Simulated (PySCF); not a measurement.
# C6H14N2Si: the cost of one run

Programs: PySCF 2.14.0, with routines of our own; each step states its level. All values are computed. Atoms count from 0.

## 1. The starting structure

23 atoms, charge 0, multiplicity 1; geometry from: GFN2-xTB.

## 2. Magnetic properties: GIAO PBE0/pcSseg-1

Job settings and geometry (Å):

```
{"job": {"kind": "mag", "xc": "PBE0", "basis": "pcSseg-1", "isotopologues": 0}, "charge": 0, "multiplicity": 1}
Si     3.954253     0.378754     0.531849
N      2.389850     0.234720    -0.193224
N      1.380334    -0.308342     0.515167
C      0.206509    -0.475364     0.066485
C     -0.796878    -1.096482     0.994460
C     -2.018755    -0.186917     1.141200
C     -2.612924     0.130401    -0.227570
C     -1.569680     0.796499    -1.118420
C     -0.348658    -0.111409    -1.288751
H      4.754124     0.966370    -0.544589
H      4.446396    -0.943034     0.921139
H      3.886310     1.256660     1.701238
H      2.190268     0.533509    -1.144198
H     -0.325470    -1.271398     1.961320
H     -1.116344    -2.059387     0.584268
H     -2.766124    -0.673865     1.771365
H     -1.717158     0.741615     1.630885
H     -2.954486    -0.794291    -0.699624
H     -3.477110     0.788833    -0.115226
H     -1.999515     1.022159    -2.097580
H     -1.254859     1.739245    -0.663965
H      0.395626     0.388346    -1.913917
H     -0.650462    -1.029640    -1.802236
```

Level: GIAO PBE0/pcSseg-1 magnetisability, rotational g tensor and spin-rotation constants, non-relativistic, gas phase.

The run is started by

```
$ OMP_NUM_THREADS=1 python excited_run.py task.json out
```

The driver reads the jobs from task.json and runs them one after another.

Q: Estimate the wall time and peak memory of this first job on 1 thread of Intel Xeon at 2.50GHz, shared host.

About 2.6 min, with a peak of 1.1 GiB.
